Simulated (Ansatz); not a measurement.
# BFGeH5NO: the cost of one run

Computed with the Python package of Ansatz 0.2.0. Level of theory: r2SCAN/def2-SVPD.

## Step 1: The system

Bond lengths: O1–B2 1.421 Å, B2–F3 1.421 Å, B2–N4 1.538 Å, N4–Ge5 1.827 Å, O1–H6 0.932 Å, N4–H7 1.017 Å, Ge5–H8 1.540 Å, Ge5–H9 1.569 Å, Ge5–H10 1.571 Å. Angles: O1–B2–F3 119.2°, O1–B2–N4 122.9°, F3–B2–N4 117.9°, B2–O1–H6 110.0°, B2–N4–Ge5 109.7°, B2–N4–H7 108.3°, Ge5–N4–H7 110.9°, N4–Ge5–H8 110.3°, N4–Ge5–H9 110.3°, N4–Ge5–H10 107.5°, H8–Ge5–H9 112.6°, H8–Ge5–H10 108.9°, H9–Ge5–H10 107.0°.

No structure file is read: the coordinates are typed or built in the script.

## Step 2: The code

bfgeh5no_ip.py reads:

```python
# -*- coding: utf-8 -*-
"""Vertical ionisation energy of BFGeH5NO."""

import ansatz as az
from ase import Atoms

BASIS_SET = "def2-SVPD"
XC = "r2scan"


def total_energy(molecule, charge=0, unpaired=0):
    calc = (
        molecule.calculation()
        .basis(gaussian=BASIS_SET)
        .functional(XC)
    )
    if charge:
        calc = calc.charge(charge)
    if unpaired:
        calc = calc.spin("collinear", total=unpaired)
    return calc.run().report["free_energy_ev"]

atoms = Atoms(["O", "B", "F", "N", "Ge", "H", "H", "H", "H", "H"], positions=[
    (-2.0135, 0.7426, 1.1118),
    (-0.716, 0.9079, 0.5568),
    (0.2722, 1.6081, 1.3009),
    (-0.3258, 0.3723, -0.8308),
    (0.9342, -0.9385, -0.653),
    (-2.053, -0.052, 1.598),
    (0.0328, 1.1475, -1.382),
    (1.3267, -1.4946, -2.0343),
    (0.4249, -2.0557, 0.3231),
    (2.2005, -0.2887, 0.0125),
])
molecule = az.Crystal.molecule_from_ase(atoms)

# delta-SCF style differences, no relaxation
parent = total_energy(molecule, 0, 0)
cation = total_energy(molecule, 1, 1)
print(f"E(N)   = {parent:.5f} eV")
print(f"E(N-1) = {cation:.5f} eV  (1 unpaired)")
print(f"vertical ionisation energy {cation - parent:.3f} eV")
```

## Step 3: The calls as engine input

The engine receives this input (first run):

```yaml
crystal:
  periodic: [false, false, false]
  atoms:
    - { symbol: O, position_ang: [-2.0135, 0.7426, 1.1118] }
    - { symbol: B, position_ang: [-0.716, 0.9079, 0.5568] }
    - { symbol: F, position_ang: [0.2722, 1.6081, 1.3009] }
    - { symbol: "N", position_ang: [-0.3258, 0.3723, -0.8308] }
    - { symbol: Ge, position_ang: [0.9342, -0.9385, -0.653] }
    - { symbol: H, position_ang: [-2.053, -0.052, 1.598] }
    - { symbol: H, position_ang: [0.0328, 1.1475, -1.382] }
    - { symbol: H, position_ang: [1.3267, -1.4946, -2.0343] }
    - { symbol: H, position_ang: [0.4249, -2.0557, 0.3231] }
    - { symbol: H, position_ang: [2.2005, -0.2887, 0.0125] }
basis:
  gaussian:
    orbitals: def2-SVPD
hamiltonian:
  xc: r2scan
```

## Step 4: Running it

The run is started by

```
$ python bfgeh5no_ip.py
```

Q: Estimate wall time and peak memory on 1 thread of INTEL XEON PLATINUM 8581C at 2.10GHz (Emerald Rapids), shared host.

About 22 s, with a peak of 0.42 GiB.
